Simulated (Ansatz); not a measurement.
# AlGaHCl (singlet): from Hartree-Fock to the top rungs at a displaced geometry (v2), cc-pVDZ

How much of the correlation energy of AlGaHCl (singlet) does each wave-function method recover here?

Program: Ansatz 0.2.0, Gaussian basis. Level of theory: cc-pVDZ, core rule «outside noble gas», up to 24 orbitals frozen. These are calculated values, not measurements.

To be run: UHF; CCSD(T) on RHF; CCSD(T) on UHF; BCCD(T) on RHF; CISD; CCSDT(Q) on RHF; CCSDT(Q) on UHF; CASSCF and MRCISD+Q, 8 electrons in 8 orbitals; CASSCF and NEVPT2, 8 electrons in 8 orbitals.

21 further runs of the same task are left out: 1 for a known fault of the program, 7 that didn't finish, 13 set aside as unsound or not needed. Runs told in other sessions of the task aren't counted.

### Step 1. What is computed

The geometry is a PBE0/def2-TZVP stationary point (not a proven minimum) with its atoms shifted at random (size 0.100 Å). No spin-orbit coupling is included. The filled d shell of Ga may be among the frozen orbitals whatever the setting's name suggests.

4 atoms, charge 0, spin multiplicity 1.

Atoms are counted from 1 here; the program's logs count them from 0.

Bond lengths: Al1–Ga2 2.723 Å, Al1–H4 1.581 Å, Ga2–Cl3 2.204 Å. Angles: Ga2–Al1–H4 97.7°, Al1–Ga2–Cl3 135.8°.

### Step 2. UHF

The input, in.yaml:

```yaml
crystal:
  periodic: [false, false, false]
  atoms:
    - {symbol: Al, position_ang: [0.109860, -0.532204, 2.543306]}
    - {symbol: Ga, position_ang: [-0.055014, 0.422313, -0.002079]}
    - {symbol: Cl, position_ang: [0.021606, -0.449980, -2.025074]}
    - {symbol: H, position_ang: [0.104715, 0.861060, 3.291492]}
basis:
  gaussian: {orbitals: cc-pVDZ}
magnetization: {spin_polarized: true, initial_magnetization: 0}
hamiltonian: {xc: hf}
output: {orbitals: {seedname: orbitals}}
```

On the command line:

```console
> ansatz run in.yaml --threads 1 --pin off --events-out ev --progress --plain --max-ram 2393MiB
```

After this run come: CCSD(T) on RHF; CCSD(T) on UHF; BCCD(T) on RHF; CISD; CCSDT(Q) on RHF; CCSDT(Q) on UHF; CASSCF and MRCISD+Q, 8 electrons in 8 orbitals; CASSCF and NEVPT2, 8 electrons in 8 orbitals.

**Question.** What will the summary of the whole plan be? Wanted: RCCSDT(Q) from the RHF energy; RMP2 from RCCSDT(Q); UMP2 from RCCSDT(Q); RCCSD from RCCSDT(Q); RCCSD(T) from RCCSDT(Q); UCCSD(T) from RCCSDT(Q); UCCSDT(Q) from RCCSDT(Q); NEVPT2 frontier from RCCSDT(Q); MRCISD+Q frontier from RCCSDT(Q).

**Answer**, as computed:

```
                         quantity                      value
    RCCSDT(Q) from the RHF energy                 -7.8860 eV
              RMP2 from RCCSDT(Q)            +31.66 kcal/mol
              UMP2 from RCCSDT(Q)            +37.20 kcal/mol
             RCCSD from RCCSDT(Q)             +6.27 kcal/mol
          RCCSD(T) from RCCSDT(Q)             +1.27 kcal/mol
          UCCSD(T) from RCCSDT(Q)             +1.74 kcal/mol
         UCCSDT(Q) from RCCSDT(Q)             +0.07 kcal/mol
   NEVPT2 frontier from RCCSDT(Q)            +27.94 kcal/mol
 MRCISD+Q frontier from RCCSDT(Q)             +2.58 kcal/mol
levels within 1 kcal/mol (43 meV)  RCCSDT, UCCSDT, UCCSDT(Q)
                    T1 diagnostic                      0.017
```

In words: RCCSD(T) lands +1.27 kcal/mol from the yardstick (0.7 % of the correlation energy). CCSD(T) misses by +1.27 kcal/mol on the restricted determinant and by +1.74 kcal/mol on the unrestricted one; the two need not hold the same state or core. Of the multireference levels listed MRCISD+Q frontier comes nearest in total energy (+2.58 kcal/mol), which doesn't show that its space is the better one. These misses are within one basis, not against nature.
